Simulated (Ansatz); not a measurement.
# C2H6Se (dimethyl selenide) at 6 levels

Wanted: a comparison of 6 runs (HF/3-21G, B3LYP/6-31G*, CAM-B3LYP/cc-pVDZ, PBE-QIDH/cc-pVDZ, r2SCAN/cc-pVDZ, wB97M-V/cc-pVDZ) of C2H6Se (dimethyl selenide). 

The calculation is run with Ansatz 0.2.0.

54 further runs of the same task are left out: 54 set aside as unsound or not needed.

## Step 1: The structure to begin with

C2H6Se: 9 atoms, total charge 0, spin state singlet. As SMILES, `C[Se]C`. The C1–H5 distance was set to 1.634 Å, away from the relaxed value. At this shape a bond of the SMILES string is far longer than usual.

Bond lengths: C1–Se2 1.940 Å, Se2–C3 1.940 Å, C1–H4 1.090 Å, C1–H6 1.090 Å, C3–H7 1.090 Å, C3–H8 1.090 Å, C3–H9 1.089 Å. Angles: C1–Se2–C3 96.9°, Se2–C1–H4 110.4°, Se2–C1–H6 110.4°, Se2–C3–H7 110.4°, Se2–C3–H8 110.4°, Se2–C3–H9 107.0°, H4–C1–H6 110.4°, H7–C3–H8 110.4°, H7–C3–H9 109.3°, H8–C3–H9 109.3°. A long bond or contact: C1–H5 1.634 Å.

## Step 2: The energy at HF/3-21G (run 1)

Input file run.yaml:

```yaml
crystal:
  periodic: [false, false, false]
  atoms:
    - {symbol: C, position_ang: [-0.646897, 0.327971, -0.716026]}
    - {symbol: Se, position_ang: [1.084603, 0.229271, 0.153774]}
    - {symbol: C, position_ang: [0.573203, -1.013229, 1.553374]}
    - {symbol: H, position_ang: [-0.945097, -0.654229, -1.081226]}
    - {symbol: H, position_ang: [-0.489400, 1.349300, -1.982000]}
    - {symbol: H, position_ang: [-1.395497, 0.720271, -0.028426]}
    - {symbol: H, position_ang: [-0.210697, -0.582629, 2.175774]}
    - {symbol: H, position_ang: [0.239103, -1.955929, 1.121074]}
    - {symbol: H, position_ang: [1.459003, -1.190629, 2.162274]}
basis:
  gaussian:
    orbitals: 3-21G-spherical.json
hamiltonian:
  xc: hf
accuracy: high
output: {orbitals: {seedname: orbitals}}
```

The basis set 3-21G is read from a file made from the Basis Set Exchange's data (not shown).

Launch:

```bash
$ ansatz run run.yaml --threads 1 --pin off --max-ram 3480MiB --events-out events.jsonl --progress --plain --runs-dir runs
```

What it wrote:

```text
Warning: RAYON_NUM_THREADS=1 ignored (pool sized by the plan → 1); use --threads N
Functional definition: HF
  name "HF"
  exchange = exact_x
  correlation = 0
1055 factors; integrals over basis functions are off by at most 1.2e-8 eV
mean field evaluation 1: about -67134.5206 eV, gradient 1.5e1 eV
mean field evaluation 2: about -67134.8134 eV, gradient 1.5e1 eV
mean field evaluation 4: about -67135.5427 eV, gradient 1.3e0 eV
mean field evaluation 8: about -67135.5483 eV, gradient 1.8e-3 eV
mean field -67135.54831126 eV, -2467.1858943296 hartree, gradient 2.0e-8 eV, S^2 0.000000; 0 other end points of the search recorded, 0 dependent functions left out
reference -67135.54831126 eV, -2467.1858943296 hartree; 26, 26 occupied and 26, 26 virtual orbitals, 1055 factors
Total energy: -67135.54831126 eV, -2467.1858943296 hartree
```

Wall time 0.44 s (1 thread of Intel Xeon 6975P-C (Granite Rapids), shared host); peak memory 0.12 GiB.

## Step 3: The energy at B3LYP/6-31G(d) (Cartesian functions) (run 2)

run.yaml: that of step 2 with these lines changed.

```diff
@@ -13,6 +13,4 @@
 basis:
-  gaussian:
-    orbitals: 3-21G-spherical.json
-hamiltonian:
-  xc: hf
+  gaussian: {orbitals: "6-31G*"}
+hamiltonian: {xc: {name: B3LYP}}
 accuracy: high
```

Launch:

```bash
$ ansatz run run.yaml --threads 1 --pin off --max-ram 3480MiB --events-out events.jsonl --progress --plain --runs-dir runs
```

What it wrote:

```text
Warning: RAYON_NUM_THREADS=1 ignored (pool sized by the plan → 1); use --threads N
Functional definition: B3LYP
  name "B3LYP"
  parameter a0 = 0.2
  parameter ax = 0.72
  parameter ac = 0.81
  exchange = (1 - a0 - ax)*slater_x + ax*b88_x + a0*exact_x
  correlation = (1 - ac)*vwn_rpa_c + ac*lyp_c
1667 factors; integrals over basis functions are off by at most 4.5e-9 eV
mean field evaluation 1: about -67507.0607 eV, gradient 4.7e1 eV
mean field evaluation 2: about -67500.7254 eV, gradient 6.4e1 eV
mean field evaluation 4: about -67512.4719 eV, gradient 3.0e0 eV
mean field evaluation 8: about -67512.6021 eV, gradient 2.0e-1 eV
mean field evaluation 16: about -67512.6022 eV, gradient 1.2e-5 eV
mean field -67512.60219680 eV, -2481.0423690470 hartree, gradient 6.9e-8 eV, S^2 0.000000; 0 other end points of the search recorded, 0 dependent functions left out
reference -67512.60223132 eV, -2481.0423703156 hartree; 26, 26 occupied and 51, 51 virtual orbitals, 1667 factors
Total energy: -67512.60223132 eV, -2481.0423703156 hartree
```

Wall time 3.6 s (1 thread of Intel Xeon 6975P-C (Granite Rapids), shared host); peak memory 0.26 GiB.

Run 3 isn't shown in full; the table further down has it.

## Step 4: A single-point energy at PBE-QIDH/cc-pVDZ (run 4)

Input file in.yaml:

```yaml
crystal:
  periodic: [false, false, false]
  atoms:
    - {symbol: C, position_ang: [-0.646897, 0.327971, -0.716026]}
    - {symbol: Se, position_ang: [1.084603, 0.229271, 0.153774]}
    - {symbol: C, position_ang: [0.573203, -1.013229, 1.553374]}
    - {symbol: H, position_ang: [-0.945097, -0.654229, -1.081226]}
    - {symbol: H, position_ang: [-0.489400, 1.349300, -1.982000]}
    - {symbol: H, position_ang: [-1.395497, 0.720271, -0.028426]}
    - {symbol: H, position_ang: [-0.210697, -0.582629, 2.175774]}
    - {symbol: H, position_ang: [0.239103, -1.955929, 1.121074]}
    - {symbol: H, position_ang: [1.459003, -1.190629, 2.162274]}
basis:
  gaussian:
    orbitals: cc-pVDZ
correlation:
  frozen_orbitals: {C: 1, H: 0, Se: 9}
output: {orbitals: {seedname: orbitals}}
hamiltonian:
  xc: {name: PBE-QIDH}
accuracy: high
```

Launch:

```bash
$ ansatz run in.yaml --threads 1 --pin off --max-ram 3480MiB --events-out events.jsonl --progress --plain --runs-dir runs
```

What it wrote:

```text
Warning: RAYON_NUM_THREADS=1 ignored (pool sized by the plan → 1); use --threads N
Functional definition: PBE-QIDH
  name "PBE-QIDH"
  parameter a = 3^(-1/3)
  parameter c = 1/3
  exchange = (1 - a)*pbe_x + a*exact_x
  correlation = (1 - c)*pbe_c + c*(mp2_os + mp2_ss)
1990 factors; integrals over basis functions are off by at most 4.6e-9 eV
mean field evaluation 1: about -67490.9434 eV, gradient 2.5e1 eV
mean field evaluation 2: about -67490.9950 eV, gradient 2.5e1 eV
mean field evaluation 4: about -67492.6995 eV, gradient 2.2e0 eV
mean field evaluation 8: about -67492.7178 eV, gradient 3.5e-2 eV
mean field evaluation 16: about -67492.7178 eV, gradient 3.3e-6 eV
mean field -67492.71779092 eV, -2480.3116306090 hartree, gradient 9.7e-9 eV, S^2 0.000000; 0 other end points of the search recorded, 0 dependent functions left out
11 core orbitals not correlated: weight in the atoms' cores, before any rotation towards them, 1.000 or more for the frozen orbitals, at most 0.000 for the correlated occupied ones
reference -67492.71779183 eV, -2480.3116306426 hartree; 15, 15 occupied and 59, 59 virtual orbitals, 1990 factors
second order -13.63449990 eV of doubles, -0.00000000 eV of singles
Total energy: -67497.26262513 eV, -2480.4786501858 hartree
```

It took 6.6 s on 1 thread of Intel Xeon 6975P-C (Granite Rapids), shared host; peak memory 0.3 GiB.

Run 5 isn't shown in full; the table further down has it.

## Step 5: The energy at wB97M-V/cc-pVDZ (run 6)

run.yaml: that of step 3 with these lines changed.

```diff
@@ -1 +1,3 @@
+basis:
+  gaussian: {orbitals: cc-pVDZ}
 crystal:
@@ -12,5 +14,3 @@
     - {symbol: H, position_ang: [1.459003, -1.190629, 2.162274]}
-basis:
-  gaussian: {orbitals: "6-31G*"}
-hamiltonian: {xc: {name: B3LYP}}
+hamiltonian: {xc: {name: wB97M-V}}
 accuracy: high
```

Launch:

```bash
$ ansatz run run.yaml --threads 1 --pin off --max-ram 3480MiB --events-out events.jsonl --progress --plain --runs-dir runs
```

What it wrote:

```text
Warning: RAYON_NUM_THREADS=1 ignored (pool sized by the plan → 1); use --threads N
Functional definition: wB97M-V
  name "wB97M-V"
  parameter omega = 0.3/bohr
  parameter cx = 0.15
  parameter cx01 = 1.007
  parameter cx10 = 0.259
  parameter css00 = 0.443
  parameter css04 = -1.437
  parameter css10 = -4.535
  parameter css20 = -3.390
  parameter css43 = 4.278
  parameter cos00 = 1.000
  parameter cos10 = 1.358
  parameter cos20 = 2.924
  parameter cos21 = -8.812
  parameter cos60 = -1.390
  parameter cos61 = 9.142
  parameter b = 6.0
  parameter c = 0.01
  gx(w, u) = 1 - cx + cx01*u + cx10*w
  gss(w, u) = css00 + css04*u^4 + css10*w + css20*w^2 + css43*w^4*u^3
  gos(w, u) = cos00 + cos10*w + (cos20 + cos21*u)*w^2 + (cos60 + cos61*u)*w^6
  exchange = spin_sum(e_x_unif_sr(omega)*gx(b97_w, b97_u_x)) + cx*exact_x_sr(omega) + exact_x_lr(omega)
  correlation = spin_sum(e_c_pw_mod_same_spin*gss(b97_w, b97_u_same))
      + integral(e_c_pw_mod_opposite_spin*gos(b97_w_opposite, b97_u_opposite)) + vv10(b, c)
1990 factors; integrals over basis functions are off by at most 4.6e-9 eV
360 factors; integrals over basis functions are off by at most 1.9e-9 eV
mean field evaluation 1: about -67511.2763 eV, gradient 2.7e1 eV
mean field evaluation 2: about -67511.9429 eV, gradient 2.2e1 eV
mean field evaluation 4: about -67513.2337 eV, gradient 7.9e-1 eV
mean field evaluation 8: about -67513.3423 eV, gradient 5.5e-2 eV
mean field evaluation 16: about -67513.3424 eV, gradient 8.0e-6 eV
mean field -67513.34236260 eV, -2481.0695696383 hartree, gradient 6.1e-9 eV, S^2 0.000000; 0 other end points of the search recorded, 0 dependent functions left out
reference -67513.34236663 eV, -2481.0695697865 hartree; 26, 26 occupied and 59, 59 virtual orbitals, 1990 factors
Total energy: -67513.34236663 eV, -2481.0695697865 hartree
```

It took 27 s on 1 thread of Intel Xeon 6975P-C (Granite Rapids), shared host; peak memory 0.56 GiB.

## Step 6: The series

```tsv
run	level	Cartesian functions	frozen core orbitals	energy (Eh)	HOMO energy (eV)	LUMO energy (eV)	HOMO–LUMO gap (eV)	wall time
1	HF/3-21G	no	–	-2467.185894	-8.58	4.04	12.62	0.44 s
2	B3LYP/6-31G* (Cartesian functions)	yes	–	-2481.042370	-5.69	-0.44	5.25	3.6 s
3	CAM-B3LYP/cc-pVDZ	no	–	-2481.333023	-7.23	0.76	7.99	4.8 s
4	PBE-QIDH/cc-pVDZ	no	11	-2480.478650	-7.80	1.59	9.39	6.6 s
5	r2SCAN/cc-pVDZ	no	–	-2481.202552	-5.02	-1.21	3.81	6.6 s
6	wB97M-V/cc-pVDZ	no	–	-2481.069570	-8.15	1.62	9.77	27 s
```

## Step 7: Results

| quantity | value |
| --- | --- |
| run 6: total energy | -2481.06957 Eh |
| run 6: HOMO energy | -8.15 eV |
| run 6: LUMO energy | 1.62 eV |
| run 6: HOMO–LUMO gap | 9.77 eV |

In words: The HOMO–LUMO gap runs from 3.81 eV (r2SCAN/cc-pVDZ) to 12.62 eV (HF/3-21G). The two ends differ in method and basis. Totals of different functionals can't be ranked against each other. All runs together took 49 s, the longest 27 s.
